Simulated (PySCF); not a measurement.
# Ge⁺, Ge²⁺: ionisation energy in cc-pVTZ-PP with ECP10

Aim: the ionisation energy of germanium from differences of total energies, at each level of theory, and how far each lands from the tabulated value where there is one.

Method: unrestricted determinants in a Gaussian basis, no spin-orbit coupling in the energies. Code: PySCF 2.14.0.

**1. The atom as given**

```
Element                                   : germanium (Z = 32)
Basis                                     : cc-pVTZ-PP with ECP10MDF (5s4p3d1f, 39 functions)
Hamiltonian                               : scalar relativity through the core potential
State 1                                   : Ge⁺: [Ar] 3d10 4s2 4p1, 2P determinant
State 2                                   : Ge²⁺: [Ar] 3d10 4s2, closed-shell 1S
Methods                                   : UHF, BP86, LDA, MP2, CCSD(T)
Core shells frozen in the correlated runs : valence: 3s2 3p6 3d10 (for Ge⁺)
```

Outer shells as boxes (Hund's rule):

Ge+ [Ar] 3d10 4s2 4p1
```
[Ar] core
3d [↑↓][↑↓][↑↓][↑↓][↑↓]
4s [↑↓]
4p [↑ ][  ][  ]
```

Ge2+ [Ar] 3d10 4s2
```
[Ar] core
3d [↑↓][↑↓][↑↓][↑↓][↑↓]
4s [↑↓]
```

The runs were made by one driver on top of PySCF. The scripts below sum up each run's settings (the driver also hands on starting orbitals that pick excited configurations, and frozen orbitals as a list rather than a count), and the logs come from the driver's own runs. The driver starts from symmetry-adapted Hartree-Fock orbitals, holds the occupation by maximum overlap and uses a logarithmic radial grid for functionals, so a plain start would take other cycles.

The driver's launch:

```sh
> OMP_NUM_THREADS=1 python atomrun2.py TASK.json OUT
```

The integrals over 39 functions and the set-up took 0.29 s of CPU time.

**2. Ge⁺**

Level: UHF.

input.py reads:

```python
from pyscf import gto, scf, dft, mp, cc
import basis_set_exchange as bse
txt = bse.get_basis("cc-pVTZ-PP", elements=["Ge"], fmt="nwchem", header=False)
cut = txt.index("\nECP")
mol = gto.M(atom="Ge 0 0 0", charge=1, spin=1, symmetry="D2h",
            basis=gto.basis.parse(txt[:cut]),
            ecp={"Ge": gto.basis.parse_ecp(txt[cut:])})
mf = scf.UHF(mol)
mf.irrep_nelec = {'Ag': (4, 4), 'B1g': (1, 1), 'B2g': (1, 1), 'B3g': (1, 1), 'B1u': (1, 1), 'B2u': (2, 1), 'B3u': (1, 1)}
mf.kernel()
```

Level: BP86.

Changes to input.py:

```diff
@@ -7,3 +7,3 @@
             ecp={"Ge": gto.basis.parse_ecp(txt[cut:])})
-mf = scf.UHF(mol)
+mf = dft.UKS(mol, xc="B88,P86")
 mf.irrep_nelec = {'Ag': (4, 4), 'B1g': (1, 1), 'B2g': (1, 1), 'B3g': (1, 1), 'B1u': (1, 1), 'B2u': (2, 1), 'B3u': (1, 1)}
```

Level: LDA.

Changes to input.py:

```diff
@@ -7,3 +7,3 @@
             ecp={"Ge": gto.basis.parse_ecp(txt[cut:])})
-mf = dft.UKS(mol, xc="B88,P86")
+mf = dft.UKS(mol, xc="LDA,VWN")
 mf.irrep_nelec = {'Ag': (4, 4), 'B1g': (1, 1), 'B2g': (1, 1), 'B3g': (1, 1), 'B1u': (1, 1), 'B2u': (2, 1), 'B3u': (1, 1)}
```

Level: MP2 (valence).

Changes to input.py:

```diff
@@ -7,4 +7,5 @@
             ecp={"Ge": gto.basis.parse_ecp(txt[cut:])})
-mf = dft.UKS(mol, xc="LDA,VWN")
+mf = scf.UHF(mol)
 mf.irrep_nelec = {'Ag': (4, 4), 'B1g': (1, 1), 'B2g': (1, 1), 'B3g': (1, 1), 'B1u': (1, 1), 'B2u': (2, 1), 'B3u': (1, 1)}
 mf.kernel()
+mp.UMP2(mf, frozen=9).kernel()
```

Level: CCSD(T) (valence).

Changes to input.py:

```diff
@@ -10,2 +10,3 @@
 mf.kernel()
-mp.UMP2(mf, frozen=9).kernel()
+mycc = cc.CCSD(mf, frozen=9).run()
+mycc.ccsd_t()
```

**3. Ge²⁺: the ladder of methods**

Level: UHF.

input.py reads:

```python
from pyscf import gto, scf, dft, mp, cc
import basis_set_exchange as bse
txt = bse.get_basis("cc-pVTZ-PP", elements=["Ge"], fmt="nwchem", header=False)
cut = txt.index("\nECP")
mol = gto.M(atom="Ge 0 0 0", charge=2, spin=0, symmetry="D2h",
            basis=gto.basis.parse(txt[:cut]),
            ecp={"Ge": gto.basis.parse_ecp(txt[cut:])})
mf = scf.UHF(mol)
mf.irrep_nelec = {'Ag': (4, 4), 'B1g': (1, 1), 'B2g': (1, 1), 'B3g': (1, 1), 'B1u': (1, 1), 'B2u': (1, 1), 'B3u': (1, 1)}
mf.kernel()
```

Level: BP86.

Changes to input.py:

```diff
@@ -7,3 +7,3 @@
             ecp={"Ge": gto.basis.parse_ecp(txt[cut:])})
-mf = scf.UHF(mol)
+mf = dft.UKS(mol, xc="B88,P86")
 mf.irrep_nelec = {'Ag': (4, 4), 'B1g': (1, 1), 'B2g': (1, 1), 'B3g': (1, 1), 'B1u': (1, 1), 'B2u': (1, 1), 'B3u': (1, 1)}
```

Level: LDA.

Changes to input.py:

```diff
@@ -7,3 +7,3 @@
             ecp={"Ge": gto.basis.parse_ecp(txt[cut:])})
-mf = dft.UKS(mol, xc="B88,P86")
+mf = dft.UKS(mol, xc="LDA,VWN")
 mf.irrep_nelec = {'Ag': (4, 4), 'B1g': (1, 1), 'B2g': (1, 1), 'B3g': (1, 1), 'B1u': (1, 1), 'B2u': (1, 1), 'B3u': (1, 1)}
```

Level: MP2 (valence).

Changes to input.py:

```diff
@@ -7,4 +7,5 @@
             ecp={"Ge": gto.basis.parse_ecp(txt[cut:])})
-mf = dft.UKS(mol, xc="LDA,VWN")
+mf = scf.UHF(mol)
 mf.irrep_nelec = {'Ag': (4, 4), 'B1g': (1, 1), 'B2g': (1, 1), 'B3g': (1, 1), 'B1u': (1, 1), 'B2u': (1, 1), 'B3u': (1, 1)}
 mf.kernel()
+mp.UMP2(mf, frozen=9).kernel()
```

Level: CCSD(T) (valence).

Changes to input.py:

```diff
@@ -10,2 +10,3 @@
 mf.kernel()
-mp.UMP2(mf, frozen=9).kernel()
+mycc = cc.CCSD(mf, frozen=9).run()
+mycc.ccsd_t()
```

Before running it: what results should come out?

As calculated:

```
              quantity                                                      value
ionisation energy, Ge⁺  UHF 15.246, CCSD(T) (valence) 15.576 eV; reference 15.789
```

Each level's miss and price (over 1 difference):

```tsv
method	mean absolute miss against the measured value (with the measured fine structure taken into account where it is known) (eV)	CPU time, both states (s)
UHF	0.543	0.34
BP86	0.040	0.67
LDA	0.022	0.41
MP2 (valence)	0.307	0.36
SCS-MP2 (valence)	0.320	0.36
CCSD (valence)	0.234	
CCSD(T) (valence)	0.213	1
```

In words: Against experiment LDA comes closest (off by 0.02 eV), level with BP86 and UHF is farthest (0.54 eV). Hartree-Fock falls short because the species with more electrons holds more correlation energy, which it lacks. LDA is off by +0.02 eV. The basis is finite, and no extrapolation was made. The dearest level timed, CCSD(T) (valence), costs 3.1 times the cheapest, UHF, and differs from the measured value (with the measured fine structure taken into account where it is known) by 0.21 against 0.54 eV.
